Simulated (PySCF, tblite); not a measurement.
# propylcyclobutane (C7H14): a rotation path, then NMR shifts on frames, part 1 of 2

How do NMR shifts of propylcyclobutane (C7H14) (`CCCC1CCC1`) change as the atoms move?

Computed with tblite 0.8.0 and PySCF 2.14.0, with density-fitted response routines of our own, on a single molecule in the gas phase. Atoms count from 0, in the outputs and in this text.

## 1. The molecule as given

21 atoms, charge 0, multiplicity 1; geometry from: GFN2-xTB.

Bonds of the start (Å): C0–C1 1.52, C1–C2 1.53, C2–C3 1.52, C3–C4 1.54, C4–C5 1.54, C5–C6 1.54, C6–C3 1.54, C0–H7 1.09, C0–H8 1.09, C0–H9 1.09, C1–H10 1.09, C1–H11 1.09, C2–H12 1.09, C2–H13 1.09, C3–H14 1.09, C4–H15 1.09, C4–H16 1.09, C5–H17 1.09, C5–H18 1.09, C6–H19 1.09, C6–H20 1.09.

## 2. The rotation path with GFN2-xTB

Job settings and geometry (Å):

```
{"job": {"kind": "neb", "xc": "GFN2-xTB", "basis": "xTB", "atoms": [1, 2, 3, 6], "turn": 120}, "charge": 0, "multiplicity": 1}
C      3.070512    -0.211643     0.521833
C      1.688435    -0.673896     0.075635
C      0.694601     0.484557     0.015523
C     -0.675033     0.046393    -0.479203
C     -1.781708     1.117611    -0.480564
C     -2.725305     0.126080     0.215183
C     -1.533590    -0.807833     0.472976
H      3.022255     0.241378     1.509983
H      3.762042    -1.050418     0.561684
H      3.467529     0.526650    -0.172091
H      1.762546    -1.135353    -0.911910
H      1.316185    -1.432760     0.767195
H      1.081591     1.256973    -0.654916
H      0.596337     0.927997     1.009560
H     -0.572653    -0.427708    -1.457788
H     -2.098352     1.479476    -1.456538
H     -1.529493     1.971008     0.146178
H     -3.239386     0.498528     1.098798
H     -3.460102    -0.303557    -0.462718
H     -1.674066    -1.848793     0.189037
H     -1.181266    -0.767746     1.502038
```

With the program's defaults for keys left out, this is: GFN2-xTB climbing-image nudged elastic band, gas phase.

Command:

```console
$ OMP_NUM_THREADS=1 python probes_run.py task.json out
```

One launch serves the whole session: the jobs run in the order shown.

Standard output:

```text
image   E - E0 / eV
  0      -0.0000
  1       0.0160
  2       0.0525
  3       0.0887
  4       0.1050
  5       0.0921
  6       0.0573
  7       0.0191
  8      -0.0009
```

Wall time 1.8 s (1 thread of Arm Neoverse V2, shared host); peak memory 0.18 GiB.

The final band, with the dihedral C1–C2–C3–C6:

| image | dihedral (°) | energy (eV) | energy (kcal/mol) |
| --- | --- | --- | --- |
| 0 | 72 | 0.000 | 0.0 |
| 1 | 85 | 0.016 | 0.4 |
| 2 | 99 | 0.052 | 1.2 |
| 3 | 113 | 0.089 | 2.0 |
| 4 | 128 | 0.105 | 2.4 |
| 5 | 142 | 0.092 | 2.1 |
| 6 | 156 | 0.057 | 1.3 |
| 7 | 170 | 0.019 | 0.4 |
| 8 | 185 | -0.001 | 0.0 |

## 3. NMR shieldings: image 0, PBE0/pcSseg-1

Job settings and geometry (Å):

```
{"job": {"kind": "nmr", "xc": "PBE0", "basis": "pcSseg-1", "pop": false}, "charge": 0, "multiplicity": 1}
C      3.070500    -0.211600     0.521800
C      1.688400    -0.673900     0.075600
C      0.694600     0.484600     0.015500
C     -0.675000     0.046400    -0.479200
C     -1.781700     1.117600    -0.480600
C     -2.725300     0.126100     0.215200
C     -1.533600    -0.807800     0.473000
H      3.022300     0.241400     1.510000
H      3.762000    -1.050400     0.561700
H      3.467500     0.526600    -0.172100
H      1.762500    -1.135400    -0.911900
H      1.316200    -1.432800     0.767200
H      1.081600     1.257000    -0.654900
H      0.596300     0.928000     1.009600
H     -0.572700    -0.427700    -1.457800
H     -2.098400     1.479500    -1.456500
H     -1.529500     1.971000     0.146200
H     -3.239400     0.498500     1.098800
H     -3.460100    -0.303600    -0.462700
H     -1.674100    -1.848800     0.189000
H     -1.181300    -0.767700     1.502000
```

Level: GIAO PBE0/pcSseg-1 NMR shielding, non-relativistic, gas phase.

Standard output:

```text
coarse grid: 16288 points
cycle   1  E = -274.6736165619  dE =  6.552e-01  |g| = 4.440e-01  |ddm| = 3.890e+00
cycle   2  E = -274.6610782488  dE =  1.254e-02  |g| = 5.107e-01  |ddm| = 8.812e-01
cycle   3  E = -274.7298197425  dE = -6.874e-02  |g| = 3.391e-02  |ddm| = 4.879e-01
cycle   4  E = -274.7300030270  dE = -1.833e-04  |g| = 1.668e-02  |ddm| = 4.443e-02
cycle   5  E = -274.7300628860  dE = -5.986e-05  |g| = 5.158e-03  |ddm| = 1.790e-02
cycle   6  E = -274.7300692905  dE = -6.404e-06  |g| = 5.680e-04  |ddm| = 4.768e-03
final grid: 153664 points
cycle   7  E = -274.7755161526  dE = -5.326e-05  |g| = 9.930e-03  |ddm| = 3.580e-02
cycle   8  E = -274.7755063625  dE =  9.790e-06  |g| = 1.178e-02  |ddm| = 1.934e-02
cycle   9  E = -274.7755422442  dE = -3.588e-05  |g| = 5.037e-04  |ddm| = 1.060e-02
cycle  10  E = -274.7755422908  dE = -4.659e-08  |g| = 2.203e-04  |ddm| = 6.272e-04
cycle  11  E = -274.7755423022  dE = -1.138e-08  |g| = 4.089e-05  |ddm| = 2.159e-04
cycle  12  E = -274.7755423026  dE = -3.890e-10  |g| = 8.645e-06  |ddm| = 4.896e-05
converged SCF energy = -274.7755423026

GIAO shielding tensors (ppm)
atom      isotropic    diamagn.    paramagn.     s11        s22        s33       span
  0 C      169.606     244.757     -75.151    158.279    162.634    187.905     29.625
  1 C      161.901     247.780     -85.879    147.802    165.869    172.033     24.231
  2 C      140.537     248.649    -108.112    120.056    134.101    167.455     47.400
  3 C      150.252     246.616     -96.365    137.128    152.034    161.593     24.465
  4 C      158.491     249.588     -91.097    145.692    148.432    181.350     35.659
  5 C      169.663     253.442     -83.779    159.426    167.319    182.245     22.819
  6 C      158.615     248.637     -90.022    144.159    151.808    179.880     35.721
  7 H       30.847      28.954       1.892     26.539     29.269     36.732     10.193
  8 H       30.466      27.035       3.431     25.758     27.657     37.984     12.226
  9 H       30.799      28.685       2.115     26.637     28.962     36.799     10.162
 10 H       30.740      32.294      -1.553     25.347     30.971     35.903     10.556
 11 H       30.388      32.626      -2.238     25.249     31.739     34.177      8.928
 12 H       30.281      33.395      -3.114     26.057     30.514     34.271      8.214
 13 H       30.645      33.918      -3.273     26.843     31.613     33.480      6.637
 14 H       29.523      33.571      -4.048     26.007     30.075     32.487      6.480
 15 H       29.568      30.712      -1.144     26.149     26.904     35.650      9.501
 16 H       30.049      31.628      -1.578     26.921     29.176     34.052      7.131
 17 H       29.883      29.752       0.131     26.140     26.798     36.711     10.572
 18 H       29.722      30.232      -0.510     26.647     27.040     35.480      8.833
 19 H       29.568      31.427      -1.859     25.765     27.752     35.187      9.421
 20 H       30.146      32.274      -2.128     26.697     30.016     33.725      7.028
```

It took 24 s on 1 thread of Arm Neoverse V2, shared host; peak memory 1 GiB.

Shifts follow as δ = σ(reference) − σ, with reference shieldings (ppm) from runs at the same level and on the same kind of geometry: 1H TMS 31.72, 13C TMS 186.9. The references are single molecules in the gas phase. Each atom is listed at this fixed geometry, with no averaging over motion; a spectrum would average atoms that exchange fast.

| atoms | environment | σ (ppm) | δ (ppm) |
| --- | --- | --- | --- |
| C2 | sp3 CH2 | 140.5 | 46.4 |
| C3 | sp3 CH in a ring | 150.3 | 36.7 |
| C4 | sp3 CH2 in a ring | 158.5 | 28.4 |
| C6 | sp3 CH2 in a ring | 158.6 | 28.3 |
| C1 | sp3 CH2 | 161.9 | 25.0 |
| C0 | methyl carbon | 169.6 | 17.3 |
| C5 | sp3 CH2 in a ring | 169.7 | 17.3 |
| H14 | hydrogen on an sp3 CH in a ring | 29.52 | 2.19 |
| H15 | hydrogen on an sp3 CH2 in a ring | 29.57 | 2.15 |
| H19 | hydrogen on an sp3 CH2 in a ring | 29.57 | 2.15 |
| H18 | hydrogen on an sp3 CH2 in a ring | 29.72 | 1.99 |
| H17 | hydrogen on an sp3 CH2 in a ring | 29.88 | 1.83 |
| H16 | hydrogen on an sp3 CH2 in a ring | 30.05 | 1.67 |
| H20 | hydrogen on an sp3 CH2 in a ring | 30.15 | 1.57 |
| H12 | hydrogen on an sp3 CH2 | 30.28 | 1.44 |
| H11 | hydrogen on an sp3 CH2 | 30.39 | 1.33 |
| H8 | hydrogen on a methyl carbon | 30.47 | 1.25 |
| H13 | hydrogen on an sp3 CH2 | 30.65 | 1.07 |
| H10 | hydrogen on an sp3 CH2 | 30.74 | 0.98 |
| H9 | hydrogen on a methyl carbon | 30.80 | 0.92 |
| H7 | hydrogen on a methyl carbon | 30.85 | 0.87 |

Ring of atoms C3, C4, C5, C6: NICS(0) 0.7, NICS(1) -0.1, NICS(1)zz 4.7 ppm (means of both faces).

## 4. Nuclear shieldings: image 2, PBE0/pcSseg-1

Job settings and geometry (Å):

```
{"job": {"kind": "nmr", "xc": "PBE0", "basis": "pcSseg-1", "pop": false}, "charge": 0, "multiplicity": 1}
C      3.128400    -0.164400     0.446200
C      1.780900    -0.641100    -0.081000
C      0.671400     0.368400     0.208700
C     -0.684800    -0.074900    -0.332200
C     -1.716600     1.035300    -0.607500
C     -2.782900     0.217100     0.134300
C     -1.682900    -0.724400     0.647400
H      3.084300    -0.014900     1.522400
H      3.905500    -0.893600     0.230400
H      3.406400     0.779700    -0.017900
H      1.854000    -0.794700    -1.160500
H      1.521700    -1.598800     0.375200
H      0.939600     1.325000    -0.247800
H      0.602500     0.528700     1.287900
H     -0.533600    -0.700400    -1.214100
H     -1.916400     1.253600    -1.655000
H     -1.467300     1.962800    -0.095700
H     -3.340000     0.756100     0.897000
H     -3.491300    -0.272400    -0.531300
H     -1.863500    -1.789200     0.514100
H     -1.424300    -0.540800     1.689100
```

With the program's defaults for keys left out, this is: GIAO PBE0/pcSseg-1 NMR shielding, non-relativistic, gas phase.

Standard output:

```text
coarse grid: 16288 points
cycle   1  E = -274.6711612265  dE =  6.518e-01  |g| = 4.445e-01  |ddm| = 3.888e+00
cycle   2  E = -274.6589041017  dE =  1.226e-02  |g| = 5.099e-01  |ddm| = 8.819e-01
cycle   3  E = -274.7275315002  dE = -6.863e-02  |g| = 3.252e-02  |ddm| = 4.858e-01
cycle   4  E = -274.7276964751  dE = -1.650e-04  |g| = 1.640e-02  |ddm| = 4.266e-02
cycle   5  E = -274.7277543741  dE = -5.790e-05  |g| = 5.084e-03  |ddm| = 1.769e-02
cycle   6  E = -274.7277606132  dE = -6.239e-06  |g| = 5.468e-04  |ddm| = 4.606e-03
final grid: 153664 points
cycle   7  E = -274.7725667882  dE = -5.098e-05  |g| = 1.036e-02  |ddm| = 3.478e-02
cycle   8  E = -274.7725563565  dE =  1.043e-05  |g| = 1.223e-02  |ddm| = 2.010e-02
cycle   9  E = -274.7725950891  dE = -3.873e-05  |g| = 4.728e-04  |ddm| = 1.097e-02
cycle  10  E = -274.7725951297  dE = -4.064e-08  |g| = 2.146e-04  |ddm| = 6.050e-04
cycle  11  E = -274.7725951406  dE = -1.087e-08  |g| = 3.684e-05  |ddm| = 2.054e-04
cycle  12  E = -274.7725951409  dE = -3.158e-10  |g| = 7.934e-06  |ddm| = 4.043e-05
converged SCF energy = -274.7725951409

GIAO shielding tensors (ppm)
atom      isotropic    diamagn.    paramagn.     s11        s22        s33       span
  0 C      169.483     244.819     -75.336    157.837    162.562    188.049     30.212
  1 C      158.805     247.681     -88.875    140.810    162.839    172.766     31.956
  2 C      138.530     248.511    -109.982    119.605    125.328    170.655     51.050
  3 C      150.550     245.692     -95.143    139.939    147.956    163.754     23.814
  4 C      157.704     249.368     -91.664    140.895    149.975    182.243     41.348
  5 C      170.028     253.756     -83.728    159.426    168.176    182.483     23.057
  6 C      155.603     248.570     -92.967    135.352    151.827    179.630     44.278
  7 H       30.885      28.920       1.965     26.603     29.313     36.739     10.135
  8 H       30.511      26.915       3.595     25.797     27.710     38.025     12.228
  9 H       30.839      28.809       2.029     26.776     29.095     36.645      9.868
 10 H       30.603      32.271      -1.668     25.512     30.873     35.424      9.912
 11 H       30.365      32.365      -2.000     25.477     31.192     34.426      8.949
 12 H       30.355      33.847      -3.492     25.997     31.576     33.493      7.496
 13 H       30.382      33.960      -3.577     26.541     31.881     32.725      6.184
 14 H       29.690      33.774      -4.084     25.817     31.007     32.245      6.427
 15 H       29.518      30.956      -1.438     26.194     27.017     35.343      9.148
 16 H       30.025      31.812      -1.787     26.944     29.297     33.834      6.890
 17 H       29.889      29.680       0.209     26.122     26.849     36.695     10.573
 18 H       29.770      30.206      -0.436     26.810     27.002     35.499      8.688
 19 H       29.343      31.164      -1.821     25.889     27.327     34.813      8.924
 20 H       30.065      32.017      -1.952     26.915     29.447     33.835      6.920
```

It took 24 s on 1 thread of Arm Neoverse V2, shared host; peak memory 0.9 GiB.

Key values: δ C2 48.4, C3 36.4, C6 31.3, C4 29.2, H19 2.37, H15 2.20 ppm.

(Continued in part 2 of 2.)
